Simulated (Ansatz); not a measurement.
# Si3N4 (Si3N4): the cost of one run

Program: Ansatz 0.2.0. Level of theory: DFT r2SCAN, scalar-relativistic, plane waves, PAW. These are calculated values, not measurements.

A COD entry behind a cell of this session may itself be a prediction, so a difference from it is no test against experiment.

**1. Starting point**

It takes space group Fd-3m (No. 227, cubic). The conventional cell has a = 7.676 Å, b = 7.676 Å, c = 7.676 Å, α = 90.00°, β = 90.00°, γ = 90.00°. Si (site symmetry -3m) has 6 N at 1.86 Å as nearest neighbours. Si (site symmetry -43m) is surrounded by 4 N at 1.76 Å. Around N (site symmetry 3m) lie 4 Si at 1.76 to 1.86 Å.

As a file:

```
Si N
1.0
     0.00000    3.83825    3.83825
     3.83825    0.00000    3.83825
     3.83825    3.83825    0.00000
Si N
6 8
Direct
  0.62500 0.62500 0.62500
  0.12500 0.62500 0.62500
  0.62500 0.62500 0.12500
  0.62500 0.12500 0.62500
  0.00000 0.00000 0.00000
  0.25000 0.25000 0.25000
  0.38240 0.38240 0.38240
  0.39720 0.86760 0.86760
  0.38240 0.38240 0.85280
  0.86760 0.39720 0.86760
  0.85280 0.38240 0.38240
  0.86760 0.86760 0.86760
  0.38240 0.85280 0.38240
  0.86760 0.86760 0.39720
```

The structure rests on an entry of the Crystallography Open Database; cell or positions may have been set otherwise for this series.

**2. Relaxing cell and atoms: Si3N4 (Si3N4), no spin**

input.yaml reads:

```yaml
crystal:
  lattice:
    - [0.0, 3.83825, 3.83825]
    - [3.83825, 0.0, 3.83825]
    - [3.83825, 3.83825, 0.0]
  atoms:
    - { symbol: Si, position: [0.625, 0.625, 0.625] }
    - { symbol: Si, position: [0.125, 0.625, 0.625] }
    - { symbol: Si, position: [0.625, 0.625, 0.125] }
    - { symbol: Si, position: [0.625, 0.125, 0.625] }
    - { symbol: Si, position: [0.0, 0.0, 0.0] }
    - { symbol: Si, position: [0.25, 0.25, 0.25] }
    - { symbol: "N", position: [0.3824, 0.3824, 0.3824] }
    - { symbol: "N", position: [0.3972, 0.8676, 0.8676] }
    - { symbol: "N", position: [0.3824, 0.3824, 0.8528] }
    - { symbol: "N", position: [0.8676, 0.3972, 0.8676] }
    - { symbol: "N", position: [0.8528, 0.3824, 0.3824] }
    - { symbol: "N", position: [0.8676, 0.8676, 0.8676] }
    - { symbol: "N", position: [0.3824, 0.8528, 0.3824] }
    - { symbol: "N", position: [0.8676, 0.8676, 0.3972] }
scf:
  occupations: { method: fixed }
output:
  forces: true
  stress: true
  eigenvalues: true
  write_density: true
  write_potential: true
  elf: true
  volumetric_format: npy
hamiltonian:
  xc: r2scan
kpoints:
  mp_grid: { grid: [6, 6, 6] }
basis:
  ecutwfc: 600
relax:
  f_tol: 0.002
  max_steps: 60
  cell: { stress_tol: 0.02 }
```

Launch:

```
$ ansatz run input.yaml --threads 4 --pin off --max-ram 10240MiB --backend cpu --events-out ev --progress --plain --runs-dir out
```

What time and memory should one allow on 4 threads of Intel Xeon Platinum 8375C at 2.90GHz (Ice Lake), shared host?

About 22 s, with a peak of 0.95 GiB.
